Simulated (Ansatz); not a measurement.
# Co: the crystal squeezed far

An exercise on one series of results from a longer session: the logs are not shown, and one member is left open.

Method: DFT PBEsol, with the methods named in each step, in Ansatz 0.2.0.

**The structure to begin with**

It takes space group P6_3/mmc (No. 194, hexagonal). The conventional cell has a = 2.509 Å, b = 2.509 Å, c = 4.065 Å, α = 90.00°, β = 90.00°, γ = 120.00°. Co (site symmetry -6m2) is surrounded by 12 Co at 2.50 to 2.51 Å.

As a file:

```xyz
2
Lattice="2.5090 0.0000 0.0000 -1.2545 2.1729 0.0000 0.0000 0.0000 4.0646" Properties=species:S:1:pos:R:3 pbc="T T T"
Co    0.0000    1.4486    1.0162
Co    1.2545    0.7243    3.0485
```

Whether this phase is the stable one at these pressures isn't tested.

Atoms are numbered in the order of the input: Co1, Co2.

The first run:

Contents of input.yaml:

```yaml
crystal:
  lattice:
    - [2.5090426088, 0.0, 0.0]
    - [-1.2545213044, 2.1728946384, 0.0]
    - [0.0, 0.0, 4.0646490262]
  atoms:
    - { symbol: Co, position: [0.3333333333, 0.6666666667, 0.25], spin: 1.7 }
    - { symbol: Co, position: [0.6666666667, 0.3333333333, 0.75], spin: 1.7 }
magnetization:
  spin_polarized: true
kpoints:
  mp_grid: { grid: [17, 17, 9] }
scf:
  occupations: { method: fermi_dirac, width: 0.1 }
hamiltonian:
  xc: pbesol
  pseudopotentials: { kind: paw }
output:
  forces: true
  stress: true
relax:
  f_tol: 0.005
  max_steps: 40
  cell: {}
```

On the command line:

```bash
ansatz run input.yaml --threads 1 --pin off --max-ram 3072MiB --backend cpu --events-out ev --progress --plain --runs-dir out
```

Among the steps run: Cell relaxed at zero pressure, PAW; More of the same log: cell relaxed at zero pressure; Volume scaled by 1, PAW; Shape and atoms relaxed at 0.94 of the volume, PAW; Volume scaled by 0.94, PAW; Shape and atoms relaxed at 0.88 of the volume, PAW; Volume scaled by 0.88, PAW; Volume scaled by 0.88, PAW (cutoff 1000 eV); Shape and atoms relaxed at 0.8 of the volume, PAW; Volume scaled by 0.8, PAW; Shape and atoms relaxed at 0.72 of the volume, PAW; More of the same log: shape and atoms relaxed at 0.72 of the volume; Volume scaled by 0.72, PAW; Shape and atoms relaxed at 0.64 of the volume, PAW; Volume scaled by 0.64, PAW; Shape and atoms relaxed at 0.55 of the volume, PAW; Volume scaled by 0.55, PAW; Shape and atoms relaxed at 0.45 of the volume, PAW; Volume scaled by 0.45, PAW; Volume scaled by 0.45, PAW (level accurate).

One table of the session follows, with a row left open; its other results are not shown here.

```
              method  volume over the first  volume (Å³/atom)  pressure (GPa)  moment Co1 (μB)
                 PAW                      1            10.380            0.00             1.63
                 PAW                   0.94             9.757           17.12             1.56
                 PAW                   0.88             9.135           40.66             1.43
                 PAW                    0.8                 ?               ?                ?
                 PAW                   0.72             7.474          157.18             0.00
                 PAW                   0.64             6.643          290.85             0.00
                 PAW                   0.55             5.709          561.95             0.00
                 PAW                   0.45             4.671         1181.02             0.00
PAW (cutoff 1000 eV)                   0.88             9.135           40.64             1.43
PAW (level accurate)                   0.45             4.671         1181.49             0.00
```

**Question.** Estimate the row for PAW, 0.8.

As computed: volume (Å³/atom): 8.304; pressure (GPa): 84.53; moment Co1 (μB): 1.00. In the column «volume (Å³/atom)» it lies between PAW, 0.72 (7.474) and PAW, 0.88 (9.135).

Limits of these values: A fit over so wide a range leans to the high pressures, so B₀ can be off by several per cent. Other magnetic orders may lie lower; this is the state that the run reached. Warnings in the runs' records: seeded moment not kept.
